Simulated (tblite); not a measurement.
# B10H14N10 ((5,2) BN nanotube piece): the cost of one run

Computed with tblite 0.8.0 and PySCF 2.14.0 and routines of our own; the level stands in each step. Atoms count from 0.

### Step 1. The system as given

34 atoms, charge 0, multiplicity 1; geometry from: force field, distance geometry or constructed start.

### Step 2. Geometry optimisation with GFN2-xTB

What the job is given:

```
{"job": {"kind": "relax", "xc": "GFN2-xTB", "basis": "xTB"}, "charge": 0, "multiplicity": 1}
B      2.442000     0.672500     0.682500
N      1.740200     1.878500     0.329300
B      1.437800     2.127300    -1.054400
N      0.115800     2.573400    -1.409500
B      0.899300     2.407800     1.383300
N     -0.485900     2.520100     1.029400
B     -0.868000     2.410700    -0.362900
N     -1.973800     1.578200    -0.706000
B     -2.402200     0.672200     0.335800
N     -2.351800    -0.712800    -0.010100
B     -2.193800    -1.082400    -1.405400
N     -1.233100    -2.083800    -1.751200
B     -1.853600    -1.575200     1.037000
N     -0.675400    -2.318000     0.681400
B     -0.286600    -2.392600    -0.707300
N      1.083200    -2.174500    -1.049100
B      0.317100    -2.395800     1.728700
N      1.592000    -1.857300     1.378900
B      1.881900    -1.574100    -0.009200
N      2.480100    -0.321500    -0.356900
H      2.930400     0.515900     1.732900
H      2.244900     1.979100    -1.882900
H     -0.109500     2.976400    -2.327700
H      1.311200     2.720400     2.425700
H     -1.200100     2.682200     1.768300
H     -2.445100     1.614600    -1.636000
H     -2.767600     1.050600     1.382800
H     -2.841700    -0.568000    -2.229400
H     -1.214000    -2.544700    -2.684200
H     -2.363400    -1.662200     2.082700
H      1.479000    -2.424600    -1.987500
H      0.094000    -2.868800     2.775300
H      2.301800    -1.660900     2.113300
H      2.906900    -0.144500    -1.286900
```

Launch:

```
> OMP_NUM_THREADS=1 python large_run.py task.json out
```

One launch serves the whole session: the jobs run in the order shown.

Q: Estimate the wall time and peak memory of this first job on 1 thread of Arm Neoverse N1, shared host.

About 3 s, with a peak of 0.16 GiB.
